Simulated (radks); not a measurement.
# Xe²⁺ in [Kr] 4d10 5s1.5 5p4 6s0.5: an all-electron calculation

What are the levels of the xenon ion Xe2+, how large are its shells, and how does its energy divide?

The numbers are computed with radks (a radial shooting solver on a logarithmic mesh, Libxc functionals) version 1 (non-relativistic Kohn-Sham, LDA (Slater exchange, Perdew-Wang correlation), spin-polarised, spherical densities, point nucleus; open shells are filled with parallel spins first), except any that are marked as measured or tabulated.

## 1. The atom as given

```
element       : xenon (Z = 54)
charge        : +2
electrons     : 52
configuration : [Kr] 4d10 5s1.5 5p4 6s0.5
```

## 2. The calculation

The run's settings:

```text
Z 54
configuration [Kr] 4d10 5s1.5 5p4 6s0.5 5d0 6p0
relativity non-relativistic
functional lda,pw
spin polarised
nucleus point
```

Run with:

```console
$ python run_ks.py task.json out
```

All runs below come from this command, one after another.

**Question.** What will this run give?

The runs gave:

| quantity | value |
| --- | --- |
| total energy | -7227.11431 hartree |
| exchange-correlation share of it | 2.42 % |
| −T/E | 0.9995 |
| highest occupied level | 6s up, -12.653 eV |
| most extended occupied level | 6s up, <r> = 4.16 bohr |
| radius at density 0.001 e/bohr³ | 4.29 bohr |
| maxima of the radial density | 4 |

**Reading.** 6 principal shells are occupied and 4 maxima appear in the radial density; where shells overlap, one shows as a shoulder or not at all. The ratio −T/E is 0.9995; for a non-relativistic Coulomb system it is 1 up to the kinetic part of correlation. This is not the tabulated ground configuration, so its levels and sizes aren't those of the ground state, and no measured value stands beside it.
